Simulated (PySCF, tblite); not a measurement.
# C₃H₁₁B₂N: geometry, infrared bands and NMR shifts

Aim: predict the infrared bands and NMR shifts of C₃H₁₁B₂N (`[BH3-][NH2+]CBC=C`).

The runs use tblite 0.8.0 and PySCF 2.14.0, with density-fitted response routines of our own; the level of theory stands in each step. All values are computed, except where a source is named. Atoms are numbered from 0 throughout.

### Step 1. The molecule as given

17 atoms, charge 0, multiplicity 1; geometry from: force field or distance geometry start.

Bonds of the start (Å): B0–N1 1.53, N1–C2 1.44, C2–B3 1.59, B3–C4 1.57, C4–C5 1.32, B0–H6 1.22, B0–H7 1.17, B0–H8 1.18, N1–H9 1.04, N1–H10 1.06, C2–H11 1.11, C2–H12 1.11, B3–H13 1.19, C4–H14 1.10, C5–H15 1.10, C5–H16 1.09.

### Step 2. Relaxing the molecule with GFN2-xTB

Job settings and geometry (Å):

```
{"job": {"kind": "relax", "xc": "GFN2-xTB", "basis": "xTB"}, "charge": 0, "multiplicity": 1}
B     -2.694200    -0.236000    -0.033600
N     -1.321500    -0.611000     0.524600
C     -0.355700     0.086800    -0.290800
B      0.890300     0.636600     0.530300
C      2.281400     0.488100    -0.180000
C      3.247200    -0.112600     0.488300
H     -2.717700     0.912900    -0.432100
H     -2.874000    -0.918600    -0.972900
H     -3.562200    -0.399600     0.748200
H     -1.303100    -0.353700     1.534600
H     -1.191400    -1.648500     0.354300
H      0.002800    -0.598200    -1.084300
H     -0.820800     0.968800    -0.776300
H      0.714600     1.619400     1.170200
H      2.416400     0.885500    -1.197600
H      4.248300    -0.244100     0.060400
H      3.032600    -0.463800     1.495000
```

Command:

```console
> OMP_NUM_THREADS=1 python probes_run.py task.json out
```

One launch serves the whole session: the jobs run in the order shown.

**Question.** This job is followed by: GFN2-xTB harmonic vibrations, gas phase; GIAO PBE0/pcSseg-1 NMR shielding, non-relativistic, gas phase. Predict these results of the whole session: strongest single infrared mode (GFN2-xTB); zero-point energy (GFN2-xTB); 13C shifts against TMS (PBE0/pcSseg-1); 1H shifts against TMS (PBE0/pcSseg-1, means over atoms taken as alike); 11B shifts against BF3·OEt2 (PBE0/pcSseg-1); 15N shifts against NH3 (PBE0/pcSseg-1).

The runs gave:

| quantity | value |
| --- | --- |
| strongest single infrared mode (GFN2-xTB) | 1168 cm⁻¹, 404 km/mol |
| zero-point energy (GFN2-xTB) | 87.6 kcal/mol |
| 13C shifts against TMS (PBE0/pcSseg-1) | 162.8, 148.9, 54.6 ppm |
| 1H shifts against TMS (PBE0/pcSseg-1, means over atoms taken as alike) | 7.18, 7.09, 6.93, 6.88, 3.28, 3.00, 2.01 ppm |
| 11B shifts against BF3·OEt2 (PBE0/pcSseg-1) | 74.3, -22.9 ppm |
| 15N shifts against NH3 (PBE0/pcSseg-1) | 57.8 ppm |

In words: Over 107 steps the energy fell by 1.104 eV; of the close pairs, B0–N1 changed most, 1.529 to 1.635 Å. All 45 modes are real, so the xTB geometry is a minimum. The strongest single mode, at 1168 cm⁻¹, is spread over several atoms, H10, H9, H6, H7 among them. Unscaled tight-binding wavenumbers are off by several per cent, some by more. Its intensities can rank the bands wrongly. C5 (terminal =CH2 carbon) lies farthest downfield among carbon, at 162.8 ppm; the olefinic region.
